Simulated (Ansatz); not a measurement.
**C5H4ClN: how energies converge with the basis set**

An exercise on one series of results from a longer session: the logs are not shown, and one member is left open.

Method: one geometry, several basis sets; program: Ansatz 0.2.0, Gaussian basis.

Levels to be run: PBE0-D4/def2-SVP; ωB97M-V/def2-SVP; PBE0-D4/def2-QZVPP; ωB97M-V/def2-QZVPP; the functionals' def2-TZVPP values are taken from earlier runs.

### The relaxed structure

An earlier PBE0-D4 in a triple-zeta def2 set relaxation fixed the geometry.

11 atoms, charge 0, spin multiplicity 1.

Atoms are counted from 1 here; the program's logs count them from 0.

Bond lengths: Cl1–C2 1.732 Å, C2–C3 1.390 Å, C2–N7 1.312 Å, C3–C4 1.382 Å, C3–H8 1.081 Å, C4–C5 1.387 Å, C4–H9 1.084 Å, C5–C6 1.384 Å, C5–H10 1.083 Å, C6–N7 1.331 Å, C6–H11 1.086 Å. Angles: Cl1–C2–C3 118.5°, Cl1–C2–N7 116.8°, C3–C2–N7 124.7°, C2–C3–C4 117.3°, C2–C3–H8 120.6°, C4–C3–H8 122.2°, C3–C4–C5 119.2°, C3–C4–H9 120.0°, C5–C4–H9 120.8°, C4–C5–C6 118.1°, C4–C5–H10 121.4°, C6–C5–H10 120.5°, C5–C6–N7 123.4°, C5–C6–H11 120.8°, N7–C6–H11 115.8°, C2–N7–C6 117.3°.

Set-up of the first run:

Input file in.yaml:

```yaml
crystal:
  periodic: [false, false, false]
  atoms:
    - {symbol: Cl, position_ang: [-0.975137, -2.862546, -0.721884]}
    - {symbol: C, position_ang: [-0.416069, -1.251525, -0.419129]}
    - {symbol: C, position_ang: [-0.334280, -0.814925, 0.897727]}
    - {symbol: C, position_ang: [0.114899, 0.474512, 1.110122]}
    - {symbol: C, position_ang: [0.457489, 1.260000, 0.018916]}
    - {symbol: C, position_ang: [0.332494, 0.711053, -1.245096]}
    - {symbol: N, position_ang: [-0.098377, -0.528628, -1.466550]}
    - {symbol: H, position_ang: [-0.614126, -1.468814, 1.712380]}
    - {symbol: H, position_ang: [0.196314, 0.861547, 2.119335]}
    - {symbol: H, position_ang: [0.813415, 2.274780, 0.143762]}
    - {symbol: H, position_ang: [0.588577, 1.287648, -2.128884]}
basis:
  gaussian: {orbitals: def2-SVP}
hamiltonian: {xc: pbe0, dispersion: d4}
output: {orbitals: {seedname: orbitals}}
```

Started as:

```console
> ansatz run in.yaml --threads 4 --pin off --events-out ev --progress --plain --max-ram 10444MiB
```

Among the steps run: PBE0-D4 in def2-SVP; ωB97M-V in def2-SVP; PBE0-D4 in def2-QZVPP; ωB97M-V in def2-QZVPP.

One table of the session follows, with a row left open; its other results are not shown here.

It belongs to the step «Density functionals: the series». 

```
functional       basis  HOMO (eV)
   PBE0-D4    def2-SVP      -7.47
   PBE0-D4  def2-TZVPP      -7.52
   PBE0-D4  def2-QZVPP      -7.54
   ωB97M-V    def2-SVP          ?
   ωB97M-V  def2-TZVPP      -9.57
   ωB97M-V  def2-QZVPP      -9.60
```

**Question.** Estimate the row for ωB97M-V, def2-SVP.

As computed: HOMO (eV): -9.50. In the column «HOMO (eV)» it lies between ωB97M-V, def2-TZVPP (-9.57) and PBE0-D4, def2-QZVPP (-7.54).
